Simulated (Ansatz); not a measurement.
# TiAl3: the cost of one run

Method: DFT PBE, scalar-relativistic, plane waves, PAW, in Ansatz 0.2.0.

1 further run of the same task is left out (it didn't finish).

**1. Starting point**

Symmetry: I4/mmm, No. 139, tetragonal system. The conventional cell has a = 3.822 Å, b = 3.822 Å, c = 8.561 Å, α = 90.00°, β = 90.00°, γ = 90.00°. Ti (site symmetry 4/mmm) has 12 Al at 2.70 to 2.87 Å as nearest neighbours. Al (site symmetry 4/mmm) has 4 Ti at 2.70 Å and 8 Al at 2.87 Å as nearest neighbours. Around Al (site symmetry -4m2) lie 8 Al at 2.70 to 2.87 Å and 4 Ti at 2.87 Å.

As a file:

```
CELL_PARAMETERS angstrom
3.82221 0.00000 0.00000
0.00000 3.82221 0.00000
-1.91111 -1.91111 4.28067
ATOMIC_POSITIONS crystal
Ti 0.00000 0.00000 0.00000
Al 0.50000 0.50000 0.00000
Al 0.25000 0.75000 0.50000
Al 0.75000 0.25000 0.50000
```

The structure comes from the Materials Project (structure only).

**2. Ground state at the listed geometry**

input.yaml

```yaml
crystal:
  lattice:
    - [3.8222135426, 0.0, 0.0]
    - [0.0, 3.8222135426, 0.0]
    - [-1.9111067713, -1.9111067713, 4.2806687947]
  atoms:
    - { symbol: Ti, position: [0.0, 0.0, 0.0] }
    - { symbol: Al, position: [0.5, 0.5, 0.0] }
    - { symbol: Al, position: [0.25, 0.75, 0.5] }
    - { symbol: Al, position: [0.75, 0.25, 0.5] }
basis:
  ecutwfc: 500
  fft_grid_basis: typed
kpoints:
  mp_grid: { grid: [10, 10, 10] }
hamiltonian:
  xc: pbe
  pseudopotentials: { kind: paw }
scf:
  occupations: { method: gaussian, width: 0.05 }
output:
  forces: true
  stress: true
  eigenvalues: true
  bader: true
  write_density: true
  volumetric_format: npy
  elf: true
```

Run with:

```bash
$ ansatz run input.yaml --threads 2 --pin off --max-ram 4096MiB --backend cpu --events-out ev --progress --plain --runs-dir out
```

Q: Estimate wall time and peak memory on 2 threads of Intel Xeon Platinum 8259CL at 2.50GHz (Skylake/Cascade Lake), shared host.

About 33 s, with a peak of 0.48 GiB.
